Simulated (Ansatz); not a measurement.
# One shape, several levels: doublet [GaSiH3F2]+

Aim: a comparison of 6 runs (UHF/6-31G*, U-r2SCAN/6-31G*, U-wB97X/6-31G*, UBHLYP/6-31G*, UBLYP/6-31G*, UBCCD(T)/6-31G*) of doublet [GaSiH3F2]+. 

The calculation is run with Ansatz 0.2.0.

78 further runs of the same task are left out: 1 that didn't finish, 77 set aside as unsound or not needed. Runs told in other sessions of the task aren't counted.

## Step 1: Starting point

[GaSiH3F2]+: 7 atoms, total charge +1, spin state doublet. SMILES of the parent species: `[F][Ga]([F])[SiH3]`. The shape is that of a PBE0-D4/def2-TZVP optimisation. That shape belongs to the parent species and isn't relaxed for this state.

Bond lengths: F1–Ga2 1.750 Å, Ga2–F3 1.749 Å, Ga2–Si4 2.387 Å, Si4–H5 1.483 Å, Si4–H6 1.483 Å, Si4–H7 1.484 Å. Angles: F1–Ga2–F3 110.4°, F1–Ga2–Si4 124.5°, F3–Ga2–Si4 125.2°, Ga2–Si4–H5 109.3°, Ga2–Si4–H6 108.8°, Ga2–Si4–H7 107.8°, H5–Si4–H6 110.6°, H5–Si4–H7 110.2°, H6–Si4–H7 110.0°.

## Step 2: A single-point energy at UHF/6-31G(d) (spherical functions) (run 1)

File run.yaml:

```yaml
crystal:
  periodic: [false, false, false]
  atoms:
    - {symbol: F, position_ang: [0.337700, -1.716900, 2.042000]}
    - {symbol: Ga, position_ang: [0.749800, -0.872200, 0.566000]}
    - {symbol: F, position_ang: [2.304600, -1.409500, -0.029300]}
    - {symbol: Si, position_ang: [-0.636100, 0.761900, -0.486900]}
    - {symbol: H, position_ang: [0.191200, 1.594100, -1.392900]}
    - {symbol: H, position_ang: [-1.267600, 1.599600, 0.561500]}
    - {symbol: H, position_ang: [-1.679500, 0.043100, -1.260400]}
basis:
  gaussian:
    orbitals: 6-31G_st_-spherical.json
total_charge: 1
magnetization:
  spin_polarized: true
  initial_magnetization: 1
hamiltonian:
  xc: hf
accuracy: high
output: {orbitals: {seedname: orbitals}}
```

The basis set 6-31G* is read from a file made from the Basis Set Exchange's data (not shown).

On the command line:

```bash
ansatz run run.yaml --threads 1 --pin off --max-ram 3480MiB --events-out events.jsonl --progress --plain --runs-dir runs
```

The program printed:

```text
Warning: RAYON_NUM_THREADS=1 ignored (pool sized by the plan → 1); use --threads N
Functional definition: HF
  name "HF"
  exchange = exact_x
  correlation = 0
1769 factors; integrals over basis functions are off by at most 5.7e-9 eV
mean field evaluation 1: about -65630.1052 eV, gradient 4.7e1 eV
mean field evaluation 2: about -65630.1159 eV, gradient 4.7e1 eV
mean field evaluation 4: about -65638.8559 eV, gradient 3.1e0 eV
mean field evaluation 8: about -65638.9888 eV, gradient 1.6e-1 eV
mean field evaluation 16: about -65636.5961 eV, gradient 3.2e0 eV
mean field evaluation 32: about -65635.4411 eV, gradient 1.7e1 eV
mean field evaluation 64: about -65633.8921 eV, gradient 4.0e1 eV
mean field -65638.98968875 eV, -2412.1883793562 hartree, gradient 1.2e-8 eV, S^2 0.761917; 1 other end points of the search recorded, 0 dependent functions left out
reference -65638.98968875 eV, -2412.1883793562 hartree; 33, 32 occupied and 51, 52 virtual orbitals, 1769 factors
Total energy: -65638.98968875 eV, -2412.1883793562 hartree
```

Wall time 14 s (1 thread of Arm Neoverse N1, shared host); peak memory 0.34 GiB.

## Step 3: A single-point energy at U-r2SCAN/6-31G(d) (spherical functions) (run 2)

run.yaml: that of step 2 with these lines changed.

```diff
@@ -11,10 +11,6 @@
 basis:
-  gaussian:
-    orbitals: 6-31G_st_-spherical.json
+  gaussian: {orbitals: 6-31G_st_-spherical.json}
 total_charge: 1
-magnetization:
-  spin_polarized: true
-  initial_magnetization: 1
-hamiltonian:
-  xc: hf
+magnetization: {spin_polarized: true, initial_magnetization: 1}
+hamiltonian: {xc: r2scan}
 accuracy: high
```

The basis set 6-31G* is read from a file made from the Basis Set Exchange's data (not shown).

On the command line:

```bash
ansatz run run.yaml --threads 1 --pin off --max-ram 3480MiB --events-out events.jsonl --progress --plain --runs-dir runs
```

The program printed:

```text
Warning: RAYON_NUM_THREADS=1 ignored (pool sized by the plan → 1); use --threads N
Functional definition: r2SCAN
  name "r2SCAN"
  parameter k0 = 0.174
  parameter k1 = 0.065
  parameter a1 = 4.9479
  exchange = r2scan_x(k0 = k0, k1 = k1, a1 = a1)
  correlation = r2scan_c
1769 factors; integrals over basis functions are off by at most 5.7e-9 eV
mean field evaluation 1: about -65703.0988 eV, gradient 6.6e1 eV
mean field evaluation 2: about -65365.1119 eV, gradient 2.5e2 eV
mean field evaluation 4: about -65706.6651 eV, gradient 4.3e1 eV
mean field evaluation 8: about -65717.8274 eV, gradient 2.2e0 eV
mean field evaluation 16: about -65717.8620 eV, gradient 2.8e-3 eV
mean field evaluation 32: about -65715.3632 eV, gradient 1.5e1 eV
mean field -65717.86197815 eV, -2415.0868825301 hartree, gradient 8.5e-8 eV, S^2 0.755426; 4 other end points of the search recorded, 0 dependent functions left out
reference -65717.86198696 eV, -2415.0868828542 hartree; 33, 32 occupied and 51, 52 virtual orbitals, 1769 factors
Total energy: -65717.86198696 eV, -2415.0868828542 hartree
```

Wall time 62 s (1 thread of Arm Neoverse N1, shared host); peak memory 0.44 GiB.

Runs 3 to 4 aren't shown in full; the table further down has their settings and results.

## Step 4: A single-point energy at UBLYP/6-31G(d) (spherical functions) (run 5)

File input.yaml:

```yaml
crystal:
  periodic: [false, false, false]
  atoms:
    - symbol: F
      position_ang: [0.337700, -1.716900, 2.042000]
    - symbol: Ga
      position_ang: [0.749800, -0.872200, 0.566000]
    - symbol: F
      position_ang: [2.304600, -1.409500, -0.029300]
    - symbol: Si
      position_ang: [-0.636100, 0.761900, -0.486900]
    - symbol: H
      position_ang: [0.191200, 1.594100, -1.392900]
    - symbol: H
      position_ang: [-1.267600, 1.599600, 0.561500]
    - symbol: H
      position_ang: [-1.679500, 0.043100, -1.260400]
basis:
  gaussian:
    orbitals: 6-31G_st_-spherical.json
output:
  orbitals: {seedname: orbitals}
accuracy: high
magnetization:
  spin_polarized: true
  initial_magnetization: 1
total_charge: 1
hamiltonian:
  xc: {name: BLYP}
```

The basis set 6-31G* is read from a file made from the Basis Set Exchange's data (not shown).

On the command line:

```bash
ansatz run input.yaml --threads 1 --pin off --max-ram 3480MiB --events-out events.jsonl --progress --plain --runs-dir runs
```

The program printed:

```text
Warning: RAYON_NUM_THREADS=1 ignored (pool sized by the plan → 1); use --threads N
Functional definition: BLYP
  name "BLYP"
  parameter beta = 0.0042
  parameter a = 0.04918
  parameter b = 0.132
  parameter c = 0.2533
  parameter d = 0.349
  exchange = b88_x(beta = beta)
  correlation = lyp_c(a = a, b = b, c = c, d = d)
1769 factors; integrals over basis functions are off by at most 5.7e-9 eV
mean field evaluation 1: about -65705.0532 eV, gradient 7.3e1 eV
mean field evaluation 2: about -65262.4576 eV, gradient 2.6e2 eV
mean field evaluation 4: about -65705.2593 eV, gradient 5.7e1 eV
mean field evaluation 8: about -65722.7326 eV, gradient 1.5e0 eV
mean field evaluation 16: about -65722.7413 eV, gradient 3.8e-3 eV
mean field evaluation 32: about -65722.7413 eV, gradient 8.8e-9 eV
mean field -65722.74129447 eV, -2415.2661940976 hartree, gradient 8.8e-9 eV, S^2 0.752155; 4 other end points of the search recorded, 0 dependent functions left out
reference -65722.74135310 eV, -2415.2661962523 hartree; 33, 32 occupied and 51, 52 virtual orbitals, 1769 factors
Total energy: -65722.74135310 eV, -2415.2661962523 hartree
```

Wall time 25 s (1 thread of Arm Neoverse N1, shared host); peak memory 0.28 GiB.

## Step 5: A single-point energy at UBCCD(T)/6-31G(d) (spherical functions) (run 6)

File input.yaml:

```yaml
crystal:
  periodic: [false, false, false]
  atoms:
    - {symbol: F, position_ang: [0.337700, -1.716900, 2.042000]}
    - {symbol: Ga, position_ang: [0.749800, -0.872200, 0.566000]}
    - {symbol: F, position_ang: [2.304600, -1.409500, -0.029300]}
    - {symbol: Si, position_ang: [-0.636100, 0.761900, -0.486900]}
    - {symbol: H, position_ang: [0.191200, 1.594100, -1.392900]}
    - {symbol: H, position_ang: [-1.267600, 1.599600, 0.561500]}
    - {symbol: H, position_ang: [-1.679500, 0.043100, -1.260400]}
basis:
  gaussian:
    orbitals: 6-31G_st_-spherical.json
total_charge: 1
magnetization:
  spin_polarized: true
  initial_magnetization: 1
correlation:
  method: bccd_t
  frozen_orbitals: {F: 1, Ga: 9, H: 0, Si: 5}
accuracy: high
scf:
  omitted_lower_state_checks: [cluster_reference, increment]
```

The basis set 6-31G* is read from a file made from the Basis Set Exchange's data (not shown).

On the command line:

```bash
ansatz run input.yaml --threads 1 --pin off --max-ram 3480MiB --events-out events.jsonl --progress --plain --runs-dir runs
```

The program printed:

```text
Warning: RAYON_NUM_THREADS=1 ignored (pool sized by the plan → 1); use --threads N
[... 14 lines left out ...]
16 core orbitals not correlated: weight in the atoms' cores, before any rotation towards them, 1.000 or more for the frozen orbitals, at most 0.000 for the correlated occupied ones
[... 33 lines left out ...]
Total energy: -65657.46966854 eV, -2412.8675060875 hartree
Checks for a lower state left out: cluster_reference, increment
```

Run time: 3.1 min. Hardware: 1 thread of Arm Neoverse N1, shared host; peak memory 1 GiB.

## Step 6: The series

```tsv
run	level	frozen core orbitals	energy (Eh)	HOMO energy (eV)	LUMO energy (eV)	⟨S²⟩	wall time
1	UHF/6-31G* (spherical functions)	–	-2412.188379	-19.99	-10.03	0.762	14 s
2	U-r2SCAN/6-31G* (spherical functions)	–	-2415.086883	-15.12	-13.96	0.755	62 s
3	U-wB97X/6-31G* (spherical functions)	–	-2415.199925	-18.64	-11.48	0.760	2.1 min
4	UBHLYP/6-31G* (spherical functions)	–	-2415.096713	-17.72	-12.70	0.762	31 s
5	UBLYP/6-31G* (spherical functions)	–	-2415.266196	-14.57	-13.79	0.752	25 s
6	UBCCD(T)/6-31G* (spherical functions)	16	-2412.867506	–	–	0.762	3.1 min
```

## Step 7: Results

```
                                           quantity           value
                                run 6: total energy  -2412.86751 Eh
run 6: correlation energy (16 core orbitals frozen)      -679.1 mEh
                              run 6: (T) correction      -20.58 mEh
           run 6: ⟨S²⟩ of the reference determinant           0.762
```

What this shows: Totals of different functionals can't be ranked against each other. All runs together took 7.4 min, the longest 3.1 min.
